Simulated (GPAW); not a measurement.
A run of GPAW 26.7.0:

Contents of run.py:

```python
import numpy as np
from ase import Atoms
from ase.dft.bandgap import bandgap
from ase.io import write
from ase.units import Bohr, GPa
from ase.parallel import parprint
from gpaw import GPAW, PW
from gpaw.analyse.hirshfeld import HirshfeldPartitioning

atoms = Atoms(['Ni', 'Mo', 'Pd', 'Ir', 'W'],
              cell=[[2.760777569, 0.0, 0.0],
                    [-1.3803887845, 2.3909035089, 0.0],
                    [0.0, 0.0, 11.34051]],
              scaled_positions=[[0.0, 0.0, 0.70917],
                                [0.6666666667, 0.3333333333, 0.29425],
                                [0.6666666667, 0.3333333333, 0.89901],
                                [0.0, 0.0, 0.10604],
                                [0.6666666667, 0.3333333333, 0.52921]],
              pbc=True)
atoms.set_initial_magnetic_moments([1.0, 1.0, 0.0, 0.6, 0.0])

calc = GPAW(mode=PW(600),
            xc='PBE',
            kpts={'size': (8, 8, 2), 'gamma': True},
            occupations={'name': 'fermi-dirac', 'width': 0.05},
            nbands=64,
            convergence={'density': 1e-05, 'energy': 1e-05},
            maxiter=150,
            legacy_gpaw=True,
            txt='gpaw.txt')
atoms.calc = calc
energy = atoms.get_potential_energy()
forces = atoms.get_forces()
stress = atoms.get_stress()
calc.write('gs.gpw')
write('result.traj', atoms)
parprint(f'Energy: {energy:.6f} eV')
parprint('Forces (eV/A):')
parprint(forces.round(4))
parprint('Stress (GPa):', (stress / GPa).round(3))
parprint('Moments:', calc.get_magnetic_moments().round(3))
parprint('Fermi level:', round(calc.get_fermi_level(), 4), 'eV')
parprint(f'Gap: {bandgap(calc)[0]:.4f} eV, direct: {bandgap(calc, direct=True)[0]:.4f} eV')

hirshfeld = HirshfeldPartitioning(calc)
parprint('Hirshfeld charges:', *np.round(hirshfeld.get_charges(), 4))
parprint('Hirshfeld volume ratios:', *np.round(hirshfeld.get_effective_volume_ratios(), 4))

# fields on the real-space grid
write('density.cube', atoms, data=calc.get_pseudo_density() * Bohr**3)
write('potential.cube', atoms, data=calc.get_electrostatic_potential())
write('spin.cube', atoms, data=(calc.get_pseudo_density(spin=0) - calc.get_pseudo_density(spin=1)) * Bohr**3)
```

Potentials or basis: GPAW PAW data sets (gpaw-data 1.2.1), pw.

Run with:

```sh
$ OMP_NUM_THREADS=1 mpirun -n 8 gpaw python run.py
```

Hardware: 8 MPI ranks on Arm Neoverse N1 (shared host).

**Question.** Estimate the wall time of this run.

**Answer.** It took 120 s on 8 MPI ranks on Arm Neoverse N1, with other jobs on the host, peak memory 0.39 GiB a rank. Counts: scf iterations 39.
